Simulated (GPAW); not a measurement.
# SiNi2 (P6_3/mmc) in GPAW: band structure with PBEsol

Aim: the band structure of SiNi2 with PBEsol.

Everything below comes from runs of GPAW 26.7.0. Logs are shortened: lines on timing, memory, paths and dates and some standing lists are left out, and cuts for length are marked. The log counts tension as positive stress, the text compression.

## (1) Starting point

The structure is hexagonal, space group P6_3/mmc (No. 194). Conventional cell: a = 3.836 Å, b = 3.836 Å, c = 4.948 Å, α = 90.00°, β = 90.00°, γ = 120.00°. Around Ni (site symmetry -6m2) lie 5 Si at 2.21 to 2.47 Å and 6 Ni at 2.54 Å. Ni (site symmetry -3m) is surrounded by 8 Ni at 2.47 to 2.54 Å and 6 Si at 2.54 Å. Si (site symmetry -6m2) is surrounded by 11 Ni at 2.21 to 2.54 Å.

## (2) Band structure, PBEsol, collinear spin, ferromagnetic start

run.py

```python
from ase import Atoms
from ase.dft.bandgap import bandgap
from ase.io import write
from ase.units import GPa
from gpaw import GPAW, PW, setup_paths

setup_paths.insert(0, '.')

atoms = Atoms(['Ni', 'Ni', 'Ni', 'Ni', 'Si', 'Si'],
              cell=[[3.836, 0.0, 0.0],
                    [-1.918, 3.3220734489, 0.0],
                    [0.0, 0.0, 4.948]],
              scaled_positions=[[0.6666666667, 0.3333333333, 0.75],
                                [0.3333333333, 0.6666666667, 0.25],
                                [0.0, 0.0, 0.5],
                                [0.0, 0.0, 0.0],
                                [0.6666666667, 0.3333333333, 0.25],
                                [0.3333333333, 0.6666666667, 0.75]],
              pbc=True)
atoms.set_initial_magnetic_moments([1.0, 1.0, 1.0, 1.0, 0.0, 0.0])

calc = GPAW(mode=PW(600),
            xc='PBEsol',
            kpts={'size': (5, 5, 4), 'gamma': True},
            occupations={'name': 'fermi-dirac', 'width': 0.05},
            nbands=61,
            convergence={'density': 1e-05, 'energy': 1e-05},
            maxiter=150,
            txt='gpaw.txt')
atoms.calc = calc
energy = atoms.get_potential_energy()
forces = atoms.get_forces()
stress = atoms.get_stress()
calc.write('gs.gpw')
write('result.traj', atoms)
print(f'Energy: {energy:.6f} eV')
print('Forces (eV/A):')
print(forces.round(4))
print('Stress (GPa):', (stress / GPa).round(3))
print('Moments:', calc.get_magnetic_moments().round(3))
print('Fermi level:', round(calc.get_fermi_level(), 4), 'eV')
print(f'Gap: {bandgap(calc)[0]:.4f} eV, direct: {bandgap(calc, direct=True)[0]:.4f} eV')

path = atoms.cell.bandpath('GMKGALHA,LM,KH', npoints=60, eps=1e-4)
bs_calc = calc.fixed_density(kpts=path, symmetry='off', nbands=83,
                             convergence={'bands': 'CBM+6.0', 'eigenstates': 1e-6}, txt='bands.txt')
bs = bs_calc.band_structure()
bs.write('bs.json')
print(f'Gap on the path: {bandgap(bs_calc)[0]:.4f} eV')
```

Potentials or basis: PAW data sets generated in the run's folder for this functional, pw.

Started as:

```bash
> gpaw-setup -f PBEsol Ni Si
> OMP_NUM_THREADS=1 python run.py
```

gpaw.txt:

```text
__  _  _
 | _ |_)|_||  |
 |__||  | ||/\| - 26.7.0

Input parameters:
  mode=PW(ecut=600.0),
  convergence={'density': 1e-05, 'energy': 1e-05},
  kpts=MonkhorstPack(size=(5, 5, 4), gamma=True),
  maxiter=150,
  nbands=61,
  occupations=Occupations(name='fermi-dirac', width=0.05),
  xc=XC(name='PBEsol')

Diagonalizing LCAO Hamiltonian
Converting LCAO to pw mode

         Si  Ni

       Ni
         Ni  Si

       Ni

Atoms  # Å, Bohr magnetons
|   | symbol |         x |        y |        z |    initial magnetic moments |
|---|--------|-----------|----------|----------|-----------------------------|
| 0 |     Ni |  1.918000 | 1.107358 | 3.711000 | ( 0.0000,  0.0000,  1.0000) |
| 1 |     Ni | -0.000000 | 2.214716 | 1.237000 | ( 0.0000,  0.0000,  1.0000) |
| 2 |     Ni |  0.000000 | 0.000000 | 2.474000 | ( 0.0000,  0.0000,  1.0000) |
| 3 |     Ni |  0.000000 | 0.000000 | 0.000000 | ( 0.0000,  0.0000,  1.0000) |
| 4 |     Si |  1.918000 | 1.107358 | 1.237000 | ( 0.0000,  0.0000,  0.0000) |
| 5 |     Si | -0.000000 | 2.214716 | 3.711000 | ( 0.0000,  0.0000,  0.0000) |

Unit cell  # Å
| periodic |         x |        y |        z |  lengths |     angles |
|----------|-----------|----------|----------|----------|------------|
|      yes |  3.836000 | 0.000000 | 0.000000 | 3.836000 |  90.000000 |
|      yes | -1.918000 | 3.322073 | 0.000000 | 3.836000 |  90.000000 |
|      yes |  0.000000 | 0.000000 | 4.948000 | 4.948000 | 120.000000 |

Number of symmetries: 12
Symmetry operations  # r_c * U_cc + t_c -> r_c
|    | kind |            matrix            |
|----|------|------------------------------|
|  0 |  σ   |  1, 1, 0,  0,-1, 0,  0, 0, 1 |
|  1 |  S6  |  1, 1, 0, -1, 0, 0,  0, 0,-1 |
|  2 |  E   |  1, 0, 0,  0, 1, 0,  0, 0, 1 |
|  3 |  C2  |  1, 0, 0, -1,-1, 0,  0, 0,-1 |
|  4 |  C2  |  0, 1, 0,  1, 0, 0,  0, 0,-1 |
|  5 |  C3  |  0, 1, 0, -1,-1, 0,  0, 0, 1 |
|  6 |  S6  |  0,-1, 0,  1, 1, 0,  0, 0,-1 |
|  7 |  σ   |  0,-1, 0, -1, 0, 0,  0, 0, 1 |
|  8 |  σ   | -1, 0, 0,  1, 1, 0,  0, 0, 1 |
|  9 |  i   | -1, 0, 0,  0,-1, 0,  0, 0,-1 |
| 10 |  C3  | -1,-1, 0,  1, 0, 0,  0, 0, 1 |
| 11 |  C2  | -1,-1, 0,  0, 1, 0,  0, 0,-1 |

BZ-sampling:
  Number of BZ points: 100
  Number of IBZ points: 17

  Monkhorst-Pack size: [5, 5, 4]
  Monkhorst-Pack shift: [0.0, 0.0, 0.125]

K-points  # in reciprocal-cell coordinates
|     |                                coordinates |     weight |
|-----|--------------------------------------------|------------|
|   0 | (  0.00000000,   0.00000000,   0.00000000) | 0.01000000 |
|   1 | (  0.00000000,   0.00000000,   0.25000000) | 0.02000000 |
|   2 | (  0.00000000,   0.00000000,   0.50000000) | 0.01000000 |
|   3 | (  0.20000000,   0.00000000,  -0.25000000) | 0.06000000 |
|   4 | (  0.20000000,   0.00000000,   0.00000000) | 0.06000000 |
|   5 | (  0.20000000,   0.00000000,   0.25000000) | 0.06000000 |
|   6 | (  0.20000000,   0.00000000,   0.50000000) | 0.06000000 |
|   7 | (  0.40000000,  -0.20000000,   0.00000000) | 0.06000000 |
|   8 | (  0.40000000,  -0.20000000,   0.25000000) | 0.12000000 |
|   9 | (  0.40000000,  -0.20000000,   0.50000000) | 0.06000000 |
| ... |                                            |            |
[... 83 lines left out ...]
  MSR1-Mixer
  Pratt-step length: 0.05
  Maximum mixing coefficient: 0.75
  Old densities: 10
  SVD Regularization: 0.005
  Good broyden scale: 1.0
  Trust region scale: 1.0
  Backstep threshold: 4.0
  History deletion threshold: 6.0
  Fourier metric: weight=20.0, sigma=0.015

occupation numbers:
  Fermi-Dirac:
    width: 0.0500  # eV

poisson solver:
  ecut: 4800.0  # eV

xc functional:
  name: PBEsol with 2 nearest neighbor stencil

convergence criteria:
- Maximum integral of absolute [dens]ity change: 1e-05 electrons / valence electron
- Maximum [total energy] change in last 3 cyles: 1e-05 eV / valence electron
- Maximum integral of absolute [eigenst]ate change: 4e-08 eV^2 / valence electron
maximum number of iterations: 150

SCF iterations
|iter     | |      energy | eigst |  dens |  magmom |
|---------|-|-------------|-------|-------|---------|
|iter:   1| |  -45.653120 | +0.75 |       |  +4.0045|
|iter:   2| |  -45.865092 | -0.92 | -1.07 |  +3.8509|
|iter:   3| |  -46.106223 | -2.14 | -1.17 |  +3.1019|
|iter:   4| |  -46.625431 | -2.01 | -1.29 |  +1.8618|
|iter:   5| |  -46.547905 | -2.28 | -1.45 |  +1.0183|
|iter:   6| |  -46.579240 | -2.90 | -1.78 |  +0.3363|
|iter:   7| |  -46.757835 | -2.60 | -2.09 |  +0.2074|
|iter:   8| |  -46.583660 | -2.74 | -1.83 |  -0.0114|
|iter:   9| |  -46.587461 | -4.15 | -2.32 |  +0.0016|
|iter:  10| |  -46.587342 | -4.42 | -2.54 |  -0.0064|
|iter:  11| |  -46.587088c| -5.26 | -2.92 |  +0.0020|
|iter:  12| |  -46.587104c| -6.42 | -3.56 |  +0.0025|
|iter:  13| |  -46.587105c| -6.77 | -3.90 |  +0.0011|
|iter:  14| |  -46.587105c| -7.36 | -4.17 |  +0.0002|
|iter:  15| |  -46.587106c| -7.79c| -4.84 |  +0.0000|
|iter:  16| |  -46.587106c| -7.85c| -5.17c|  +0.0000|

Converged in 16 steps
Energy contributions relative to reference atoms: (reference = -181073.748741)

Energy contributions:
  Kinetic:          45.475747
  Coulomb:         -29.631423
  Zero:              0.201169
  External:          0.000000
  Xc:              -62.620619
  Entropy:          -0.023959
  Spinorbit:         0.000000
  ----------------------------
  Free energy:     -46.599085
  Extrapolated:    -46.587106

dipole moment: (-7.809597, -13.526618, -10.073485)  # |e|*Ang

Total magnetic moment: (0.000000, 0.000000, 0.000035)

Local magnetic moments
|        x |        y |         z |
|----------|----------|-----------|
| 0.000000 | 0.000000 |  0.000009 |  # Ni   0
| 0.000000 | 0.000000 |  0.000009 |  # Ni   1
| 0.000000 | 0.000000 |  0.000011 |  # Ni   2
| 0.000000 | 0.000000 |  0.000007 |  # Ni   3
| 0.000000 | 0.000000 | -0.000007 |  # Si   4
| 0.000000 | 0.000000 | -0.000007 |  # Si   5

Fermi level: 10.703
Eigenvalues  # (at kpt = [0.000, 0.000, 0.000])
| band index |      eig [eV] | occ [0-1] |      eig [eV] | occ [0-1] |
|------------|---------------|-----------|---------------|-----------|
|          0 |       -53.305 |     1.000 |       -53.305 |     1.000 |
|        ... |               |           |               |           |
|         26 |         8.751 |     1.000 |         8.751 |     1.000 |
|         27 |         9.207 |     1.000 |         9.207 |     1.000 |
|         28 |         9.207 |     1.000 |         9.207 |     1.000 |
|         29 |         9.249 |     1.000 |         9.249 |     1.000 |
|         30 |         9.249 |     1.000 |         9.249 |     1.000 |
|         31 |         9.326 |     1.000 |         9.326 |     1.000 |
[... 8 lines left out ...]
|         40 |        13.953 |     0.000 |        13.953 |     0.000 |
|         41 |        14.936 |     0.000 |        14.936 |     0.000 |
|        ... |               |           |               |           |
|         60 |        34.225 |     0.000 |        34.225 |     0.000 |

No gap
No difference between direct/indirect transitions

Forces  # eV/Ang
|        x |        y |        z |
|----------|----------|----------|
|  0.00000 |  0.00000 | -0.00003 |  # Ni   0
| -0.00000 |  0.00000 |  0.00003 |  # Ni   1
|  0.00000 |  0.00000 |  0.00000 |  # Ni   2
| -0.00000 |  0.00000 |  0.00000 |  # Ni   3
|  0.00000 | -0.00000 |  0.00000 |  # Si   4
| -0.00000 |  0.00000 | -0.00000 |  # Si   5

Stress tensor  # eV/Ang^3
|         x |         y |         z |
|-----------|-----------|-----------|
| -0.046761 |  0.000000 |  0.000000 |
|  0.000000 | -0.046761 |  0.000000 |
|  0.000000 |  0.000000 | -0.016284 |

# Writing to gs.gpw (mode='')
```

stdout:

```text
Energy: -46.587106 eV
Forces (eV/A):
[[ 0.  0. -0.]
 [-0.  0.  0.]
 [ 0.  0.  0.]
 [-0.  0.  0.]
 [ 0. -0.  0.]
 [-0.  0. -0.]]
Stress (GPa): [-7.492 -7.492 -2.609  0.     0.     0.   ]
Moments: [ 0.  0.  0.  0. -0. -0.]
Fermi level: 10.7034 eV
Gap: 0.0000 eV, direct: 0.0000 eV
Gap on the path: 0.0000 eV
```

Wall time 7.2 min (1 thread of Arm Neoverse V1, shared host); peak memory 0.67 GiB.

What came out:

```
Free energy             : -46.5991 eV
Pressure                : 5.9 GPa
Band gap along the path : none (metal or under the smearing width)
Net moment              : 0.00 μB per cell
```

Stress tensor (GPa, compression positive):
```
7.49 0.00 0.00
0.00 7.49 0.00
0.00 0.00 2.61
```

Levels at the corners of the path, in eV from the Fermi level:
Spin up:
```tsv
point	band 33	band 34	band 35	band 36	band 37	band 38	band 39	band 40
Γ	-0.67	-0.67	0.11	2.80	2.80	2.85	3.01	3.01
M	-1.48	-1.29	-1.12	-0.73	-0.60	1.23	1.90	3.13
K	-1.72	-1.37	-1.37	-0.61	0.52	0.52	1.55	1.55
Γ	-0.67	-0.67	0.11	2.80	2.80	2.85	3.01	3.01
A	-1.34	-1.34	2.22	2.22	3.38	3.38	3.38	3.38
L	-1.34	-1.34	-1.00	-1.00	0.97	0.97	3.07	3.07
H	-1.41	-1.41	-1.23	-1.23	-0.22	-0.22	5.56	5.56
A	-1.34	-1.34	2.22	2.22	3.38	3.38	3.38	3.38
L	-1.34	-1.34	-1.00	-1.00	0.97	0.97	3.07	3.07
M	-1.48	-1.29	-1.12	-0.73	-0.60	1.23	1.90	3.13
K	-1.72	-1.37	-1.37	-0.61	0.52	0.52	1.55	1.55
H	-1.41	-1.41	-1.23	-1.23	-0.22	-0.22	5.56	5.56
```
Spin down:
```tsv
point	band 34	band 35	band 36	band 37	band 38	band 39
Γ	-0.67	0.11	2.80	2.80	2.85	3.01
M	-1.29	-1.12	-0.73	-0.60	1.23	1.90
K	-1.37	-1.37	-0.61	0.52	0.52	1.55
Γ	-0.67	0.11	2.80	2.80	2.85	3.01
A	-1.34	2.22	2.22	3.38	3.38	3.38
L	-1.34	-1.00	-1.00	0.97	0.97	3.07
H	-1.41	-1.23	-1.23	-0.22	-0.22	5.56
A	-1.34	2.22	2.22	3.38	3.38	3.38
L	-1.34	-1.00	-1.00	0.97	0.97	3.07
M	-1.29	-1.12	-0.73	-0.60	1.23	1.90
K	-1.37	-1.37	-0.61	0.52	0.52	1.55
H	-1.41	-1.23	-1.23	-0.22	-0.22	5.56
```

Caveat: the k mesh is coarse (spacing up to 0.38 Å⁻¹), so the values aren't converged; the stock nickel data set gives pressures a few GPa off other programs.

## (3) For comparison

An earlier run on the cell as given: functional PBEsol; potentials or basis PAW data sets generated in the run's folder for this functional; cutoff 600 eV; basis pw; k mesh 8 × 8 × 6; occupations fermi-dirac, width 0.05 eV; collinear spin, ferromagnetic start; starting moments [1.0, 1.0, 1.0, 1.0, 0.0, 0.0] μB.

* Pressure: 5.9 GPa
* Band gap on the k mesh: none (metal or under the smearing width)
* Net moment: 0.00 μB per cell
